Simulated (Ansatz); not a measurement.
Task: a charge-density difference against the sublattices of HfMo₂, space group Fd-3m, with the Ansatz DFT code, driven from Python. Give the script and its output. Settings (first run): PBEsol, PAW, cutoff 460 eV, 5×5×5 k-points, cold smearing of 0.05 eV, D3BJATM dispersion.

```
CELL_PARAMETERS angstrom
0.00000 3.77750 3.77750
3.77750 0.00000 3.77750
3.77750 3.77750 0.00000
ATOMIC_POSITIONS crystal
Hf 0.00000 0.00000 0.00000
Hf 0.25000 0.25000 0.25000
Mo 0.62500 0.62500 0.62500
Mo 0.12500 0.62500 0.62500
Mo 0.62500 0.62500 0.12500
Mo 0.62500 0.12500 0.62500
```

`run_drho.py`:
```python
"""Density of HfMo2 less that of its sublattices."""

import ansatz as az
import numpy as np

VECTORS = np.array([
    [0.0, 3.7775, 3.7775],
    [3.7775, 0.0, 3.7775],
    [3.7775, 3.7775, 0.0],
])
SITES = [
    ("Hf", (0.0, 0.0, 0.0)),
    ("Hf", (0.25, 0.25, 0.25)),
    ("Mo", (0.625, 0.625, 0.625)),
    ("Mo", (0.125, 0.625, 0.625)),
    ("Mo", (0.625, 0.625, 0.125)),
    ("Mo", (0.625, 0.125, 0.625)),
]


def make_crystal(cell):
    crystal = az.Crystal(lattice=az.Lattice.of(cell))
    for symbol, position in SITES:
        crystal = crystal.atom(symbol, position)
    return crystal

# one cutoff and one grid for all runs, so that the fields can be subtracted
def solve(crystal):
    return (
        crystal.calculation()
        .functional(az.Functional.PBESOL, dispersion="d3bjatm")
        .occupations("cold", width=0.05)
        .scf(tolerance=1e-06, max_iterations=150)
        .basis(460, grid_basis="typed")
        .kpoints(5, 5, 5)
        .density()
        .run(threads=1)
    )


whole = solve(make_crystal(VECTORS))
difference = whole.density().channels[0].density_e_per_ang3.copy()
binding = whole.report["free_energy_ev"]
for element in ["Hf", "Mo"]:
    part = az.Crystal(lattice=az.Lattice.of(VECTORS))
    for symbol, position in SITES:
        if symbol == element:
            part = part.atom(symbol, position)
    alone = solve(part)
    difference -= alone.density().channels[0].density_e_per_ang3
    binding -= alone.report["free_energy_ev"]
    print(f"{element} sublattice: {alone.report['n_electrons']:g} electrons, {alone.report['n_iterations']} iterations")

voxel = abs(np.linalg.det(VECTORS)) / difference.size
print(f"energy of the crystal less its unpolarised sublattices: {binding / len(SITES):.4f} eV/atom")
print(f"net charge of the difference {difference.sum() * voxel:.5f} e, charge rearranged {0.5 * np.abs(difference).sum() * voxel:.3f} e")
print(f"extremes {difference.min():.4f} and {difference.max():.4f} e/A^3")
for (symbol, position) in SITES:
    index = tuple(int(round(p * n)) % n for p, n in zip(position, difference.shape))
    print(f"  change of the pseudo-density at the grid point nearest {symbol}: {difference[index]:+.4f} e/A^3")
profile = difference.mean(axis=(0, 1))
print("planar mean along the third vector:", np.round(profile[:: max(len(profile) // 12, 1)], 4))
```

Output of `python run_drho.py`:
```text
Hf sublattice: 52 electrons, 7 iterations
Mo sublattice: 56 electrons, 6 iterations
energy of the crystal less its unpolarised sublattices: -3.0356 eV/atom
net charge of the difference -0.00000 e, charge rearranged 1.399 e
extremes -0.1411 and 0.0481 e/A^3
  change of the pseudo-density at the grid point nearest Hf: -0.1411 e/A^3
  change of the pseudo-density at the grid point nearest Hf: -0.1411 e/A^3
  change of the pseudo-density at the grid point nearest Mo: -0.0355 e/A^3
  change of the pseudo-density at the grid point nearest Mo: -0.0355 e/A^3
  change of the pseudo-density at the grid point nearest Mo: -0.0355 e/A^3
  change of the pseudo-density at the grid point nearest Mo: -0.0355 e/A^3
planar mean along the third vector: [-0.0017 -0.0063 -0.0071 -0.0039  0.0064  0.0147  0.0049 -0.0061 -0.0124
 -0.0104 -0.0035  0.0096  0.0138  0.0019]
```

Notes:
- These settings explore the input space; cutoff and mesh may be short of convergence.
- Dispersion corrections can be off by several per cent in the lattices of metals, and by several GPa in the pressure at a fixed cell.
- The mesh is modest for a metal, so energies can be off by several to tens of meV an atom and pressures by half a GPa or more; differences at equal mesh fare better.
- Spin-orbit coupling, which matters for elements this heavy, is left out.
- Grid values close to the nuclei reflect the PAW or pseudopotential construction, not the all-electron fields.
- The structure is a deposited one; some such entries were measured under pressure or heat, so a shift against it needn't be the functional's error alone.
- Charge moved counts every rearrangement, bonding and polarisation too, and is no transfer between atoms; the bare sublattices are artificial references. Values near the nuclei depend on the potentials.
- Wall time of the script: 8 s on 1 thread of Arm Neoverse V2 (shared host), peak memory 0.47 GiB.
